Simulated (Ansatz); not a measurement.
# Ba2P3Ir: the cost of one run

Program: Ansatz 0.2.0. Level of theory: DFT PBE, scalar-relativistic, plane waves, PAW. These are calculated values, not measurements.

### Step 1. The structure to begin with

Symmetry: P4/mmm, No. 123, tetragonal system. Conventional cell: a = 4.634 Å, b = 4.634 Å, c = 7.235 Å, α = 90.00°, β = 90.00°, γ = 90.00°. Around Ba (site symmetry mmm) lie 4 P at 2.64 Å. Around P (site symmetry 4mm) lie 2 P at 2.34 to 2.55 Å and 4 Ba at 2.64 Å. P (site symmetry 4/mmm) has 2 P at 2.34 Å and 4 Ir at 3.28 Å as nearest neighbours. Ir (site symmetry 4/mmm) is surrounded by 4 P at 3.28 Å.

Coordinates:

```cif
data_structure
_symmetry_space_group_name_H-M 'P4/mmm'
_symmetry_Int_Tables_number 123
_cell_length_a 4.6336
_cell_length_b 4.6336
_cell_length_c 7.2350
_cell_angle_alpha 90.000
_cell_angle_beta 90.000
_cell_angle_gamma 90.000
_cell_volume 155.34
loop_
_atom_site_label
_atom_site_type_symbol
_atom_site_symmetry_multiplicity
_atom_site_Wyckoff_symbol
_atom_site_fract_x
_atom_site_fract_y
_atom_site_fract_z
_atom_site_occupancy
Ba1 Ba 2 e 0.00000 0.50000 0.50000 1
P1 P 2 g 0.00000 0.00000 0.32377 1
P2 P 1 a 0.00000 0.00000 0.00000 1
Ir1 Ir 1 c 0.50000 0.50000 0.00000 1
```

Recipe of the guess: random cell by space group and Wyckoff sites (P4/mmm, No. 123). Lengths come from tabulated atomic sizes and are only a guess.

### Step 2. A first look at the guess

input.yaml reads:

```yaml
crystal:
  lattice:
    - [4.63357259, 0.0, 0.0]
    - [0.0, 4.63357259, 0.0]
    - [0.0, 0.0, 7.23501618]
  atoms:
    - { symbol: Ba, position: [0.0, 0.5, 0.5] }
    - { symbol: Ba, position: [0.5, 0.0, 0.5] }
    - { symbol: P, position: [0.0, 0.0, 0.32376642] }
    - { symbol: P, position: [0.0, 0.0, 0.67623358] }
    - { symbol: P, position: [0.0, 0.0, 0.0] }
    - { symbol: Ir, position: [0.5, 0.5, 0.0] }
basis:
  ecutwfc: 420
kpoints:
  mp_grid: { grid: [4, 4, 4] }
hamiltonian:
  xc: pbe
scf:
  occupations: { method: gaussian, width: 0.1 }
  lower_state_search: "off"
output:
  forces: true
  stress: true
  eigenvalues: true
```

Started as:

```console
$ ansatz run input.yaml --threads 1 --pin off --max-ram 2560MiB --backend cpu --events-out ev --progress --plain --runs-dir out
```

What time and memory should one allow on 1 thread of Intel Xeon at 2.70GHz, shared host?

About 8.1 s, with a peak of 0.45 GiB.
